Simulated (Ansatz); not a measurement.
# Sn7H2: the cost of one run

Program: Ansatz 0.2.0. Level of theory: DFT PBEsol, scalar-relativistic, plane waves, PAW. These are calculated values, not measurements.

1 further run of the same task is left out (set aside as unsound or not needed).

**1. The starting structure**

It takes space group Pm (No. 6, monoclinic). Conventional cell: a = 9.251 Å, b = 4.626 Å, c = 23.678 Å, α = 90.00°, β = 90.00°, γ = 90.00°. Sn (site symmetry m) is surrounded by 2 H at 1.73 Å. Sn (site symmetry m) is surrounded by 4 Sn at 2.83 Å. Sn (site symmetry m) is surrounded by 4 Sn at 2.82 to 2.89 Å. Sn (site symmetry m) is surrounded by 4 Sn at 2.80 to 2.86 Å. Around Sn (site symmetry m) lie 4 Sn at 2.86 to 2.89 Å. Sn (site symmetry m) has 4 Sn at 2.80 to 2.82 Å as nearest neighbours. Only part of the 16 independent sites is listed.

As a file:

```
CELL_PARAMETERS angstrom
4.62558 0.00000 0.00000
0.00000 9.25116 0.00000
0.00000 0.00000 23.67847
ATOMIC_POSITIONS crystal
Sn 0.00000 0.25000 0.21184
Sn 0.00000 0.75000 0.21184
Sn 0.00000 0.50000 0.28091
Sn 0.00000 0.00000 0.28091
Sn 0.50000 0.50000 0.34998
Sn 0.50000 0.00000 0.34998
Sn 0.50000 0.75217 0.42232
Sn 0.50000 0.24871 0.41769
Sn 0.00000 0.74777 0.49419
Sn 0.00000 0.25575 0.48589
Sn 0.00000 0.00879 0.56384
Sn 0.00000 0.49049 0.56293
Sn 0.50000 0.15852 0.60391
Sn 0.50000 0.45796 0.64644
H 0.69541 0.25000 0.16941
H 0.30459 0.25000 0.16941
H 0.30276 0.75000 0.16884
H 0.69724 0.75000 0.16884
```

This is the geometry of the first run shown, built on a cell relaxed beforehand with the same method.

**2. What is varied**

Atoms count from 1 in the order of the input.

Two atoms of the surface dimers are held at set heights.

- height of Sn13 above its place in the flat dimer: 7 values from −0.771 to 0.746 Å
- height of Sn14 above its place in the flat dimer: 7 values from −0.771 to 0.746 Å

Relaxed at each point: all atoms of the upper layers, but for the two heights. Points are written as (first, second).

**3. The run at (−0.261 Å, 0.746 Å)**

The input, input.yaml:

```yaml
crystal:
  lattice:
    - [4.6255803528, 0.0, 0.0]
    - [0.0, 9.2511607056, 0.0]
    - [0.0, 0.0, 23.678474177]
  atoms:
    - { symbol: Sn, position: [0.0, 0.25, 0.2118437377] }
    - { symbol: Sn, position: [0.0, 0.75, 0.2118437377] }
    - { symbol: Sn, position: [0.0, 0.5, 0.2809102496] }
    - { symbol: Sn, position: [0.0, 0.0, 0.2809102496] }
    - { symbol: Sn, position: [0.5, 0.5, 0.3499767614] }
    - { symbol: Sn, position: [0.5, 0.0, 0.3499767614] }
    - { symbol: Sn, position: [0.5, 0.7521718751, 0.4223175224] }
    - { symbol: Sn, position: [0.5, 0.2487142871, 0.4176885964] }
    - { symbol: Sn, position: [0.0, 0.7477685164, 0.4941909134] }
    - { symbol: Sn, position: [0.0, 0.2557464371, 0.4858943661] }
    - { symbol: Sn, position: [0.0, 0.0087861258, 0.5638421851] }
    - { symbol: Sn, position: [0.0, 0.4904877513, 0.5629277865] }
    - { symbol: Sn, position: [0.5, 0.1585180585, 0.6039135992] }
    - { symbol: Sn, position: [0.5, 0.4579635803, 0.6464416773] }
    - { symbol: H, position: [-0.3045898427, 0.25, 0.1694126054] }
    - { symbol: H, position: [0.3045898427, 0.25, 0.1694126054] }
    - { symbol: H, position: [0.3027625626, 0.75, 0.1688415084] }
    - { symbol: H, position: [-0.3027625626, 0.75, 0.1688415084] }
basis:
  ecutwfc: 420
kpoints:
  mp_grid: { grid: [6, 3, 1] }
hamiltonian:
  xc: pbesol
scf:
  occupations: { method: gaussian, width: 0.05 }
output:
  forces: true
  eigenvalues: true
relax:
  adjacent_minimum: "off"
  f_tol: 0.03
  max_steps: 30
  constraints:
    - { sites: [0, 1, 2, 3, 4, 5, 14, 15, 16, 17] }
    - { sites: [12, 13], fix: z }
efield:
  axis: 3
  dipole_correction: true
  ramp_width: 0.04
```

On the command line:

```bash
$ ansatz run input.yaml --threads 4 --pin off --max-ram 12288MiB --backend cpu --events-out ev --progress --plain --runs-dir out
```

Q: Estimate wall time and peak memory on 4 threads of Arm Neoverse V2, shared host.

About 2.2 min, with a peak of 2.6 GiB.
